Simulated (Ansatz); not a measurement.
A first try at an atomisation energy of F₂GeH₂, SMILES [F][GeH2][F], using the Python package of Ansatz (0.2.0).

The script reads `f2geh2.xyz`:
```text
5

F    -0.57330    0.22030    1.60170
Ge    0.02800   -0.03410   -0.01370
F    -1.02500    0.74010   -1.22780
H     0.15400   -1.54720   -0.28060
H     4.25766    1.62449   -0.33684
```

The script, `f2geh2_tae.py`:
```python
# -*- coding: utf-8 -*-
from collections import Counter

import ansatz as az

SETTINGS = {
    "basis": "def2-SVP",
    "functional": "PBE0",
    "dispersion": "d3bj",
}


def energy_of(molecule, charge=0, unpaired=0):
    calc = (
        molecule.calculation()
        .basis(gaussian=SETTINGS["basis"])
        .functional(SETTINGS["functional"], dispersion=SETTINGS["dispersion"])
    )
    if charge:
        calc = calc.charge(charge)
    if unpaired:
        calc = calc.spin("collinear", total=unpaired)
    return calc.run().report["free_energy_ev"]

system = az.Crystal.molecule_from_extxyz("f2geh2.xyz")

unpaired = {"F": 1, "Ge": 2, "H": 1}
counts = Counter(site.symbol for site in system.cartesian_sites)
atom_energy = {s: energy_of(az.Crystal.molecule().atom(s, (0, 0, 0)), 0, unpaired[s]) for s in counts}
whole = energy_of(system, 0, 0)
for s, e in atom_energy.items():
    print(f"{s:2s} x{counts[s]}  {e:14.5f} eV")
print(f"F2GeH2: {whole:.5f} eV")
split = sum(counts[s] * e for s, e in atom_energy.items()) - whole
print(f"atomisation energy (no zero-point term): {96.485332 * split:.1f} kJ/mol, {split / sum(counts.values()):.3f} eV an atom")
```

Output of `python f2geh2_tae.py`:
```text
F  x2     -2708.86787 eV
Ge x1    -56501.58830 eV
H  x2       -13.61361 eV
F2GeH2: -61956.67284 eV
atomisation energy (no zero-point term): 976.6 kJ/mol, 2.024 eV an atom
```

The script ran to its end, but the result can't be trusted. Why?

The fault: one atom is pulled far from the rest. The change:

```diff
--- f2geh2.xyz
+++ f2geh2.xyz
@@ -7 +7 @@
-H     4.25766    1.62449   -0.33684
+H     1.46610    0.54720   -0.12090
```

The mended script runs so:

`python f2geh2_tae.py` gives:
```text
F  x2     -2708.86787 eV
Ge x1    -56501.58830 eV
H  x2       -13.61361 eV
F2GeH2: -61962.31656 eV
atomisation energy (no zero-point term): 1521.1 kJ/mol, 3.153 eV an atom
```

Notes:
- Total energies depend on the basis set; only differences at equal settings carry meaning.
- The geometry is a force-field or estimated start, not a minimum of this method, and the basis set is short of its limit. All parts are taken at fixed geometry, without zero-point energy.
- Timing: 2.5 s on 1 thread of Arm Neoverse V1, with other jobs on the host, peak memory 0.19 GiB.
